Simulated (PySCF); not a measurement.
# NaTe: basis, grid and Hamiltonian

The method stays; parts of the set-up, such as the basis or the Hamiltonian, are changed.

Program: PySCF 2.14.0. Level of theory: method and basis as typed in the scripts. These are calculated values, not measurements.

3 further runs of the same task are left out: 1 for a known fault of the program, 2 that didn't finish.

### Step 1. Starting geometry

NaTe: 2 atoms, charge 0, spin multiplicity 2.

Bond lengths: Na1–Te2 2.423 Å.

### Step 2. The base run

Contents of input.py:

```python
from pyscf import gto, scf, mp

mol = gto.M(
    atom='Na 0 0 0; Te 0 0 2.423',
    basis='crenbl',
    ecp={'Na': 'crenbl', 'Te': 'crenbl'},
    charge=0,
    spin=1,
    verbose=3,
)
mf = scf.UHF(mol)
mf.kernel()
mp.MP2(mf).kernel()
mf.dip_moment()
print('orbital energies (hartree):', [e[max(0, n-3):n+3].round(4) for e, n in zip(mf.mo_energy, mol.nelec)])
```

On the command line:

```
$ OMP_NUM_THREADS=1 python input.py
```

The log of this run is left out.

It gives: E(SCF) = -141.805498 Eh, E(MP2) − E(SCF) = -0.33200 Eh, ⟨S²⟩ = 0.756, μ = 8.91 D (of the SCF density).

The bond length is a typed value, not an optimised one.

### Step 3. Def2-svp

Edit 1 changes basis set: crenbl → def2-svp. The core potential changes with it: totals don't compare.

Contents of input.py:

```python
from pyscf import gto, scf, mp

mol = gto.M(
    atom='Na 0 0 0; Te 0 0 2.423',
    basis='def2-svp',
    ecp={'Te': 'def2-svp'},
    charge=0,
    spin=1,
    verbose=3,
)
mf = scf.UHF(mol)
mf.kernel()
mp.MP2(mf).kernel()
mf.dip_moment()
print('orbital energies (hartree):', [e[max(0, n-3):n+3].round(4) for e, n in zip(mf.mo_energy, mol.nelec)])
```

On the command line:

```
$ OMP_NUM_THREADS=1 python input.py
```

### Step 4. Jorge-dzp (core potential off)

Edit 2 changes basis set: crenbl → jorge-dzp; core potential: on → off. The core potential changes with it: totals don't compare.

Edit input.py of step 2 so:

```diff
@@ -4,4 +4,3 @@
     atom='Na 0 0 0; Te 0 0 2.423',
-    basis='crenbl',
-    ecp={'Na': 'crenbl', 'Te': 'crenbl'},
+    basis='jorge-dzp',
     charge=0,
```

Q: Predict the outcome of this session. Wanted: for each run, E(SCF); from base; gap, α spin; SCF dipole; after the SCF.

The runs gave:

```
                           run  E(SCF) (hartree)  from base (eV)  gap, α spin (eV)  SCF dipole (D)  functions               after the SCF
                          base       -141.805498               0               n/a            8.91         50   MP2 correlation -9.034 eV
                      def2-svp       -428.814702  not comparable               n/a            7.94         41   MP2 correlation -3.137 eV
jorge-dzp (core potential off)      -6767.916160  not comparable              7.41            7.80         72  MP2 correlation -15.945 eV
```

In words: Total energies from different bases, Hamiltonians or methods carry different errors, so properties are taken as differences within one set-up.
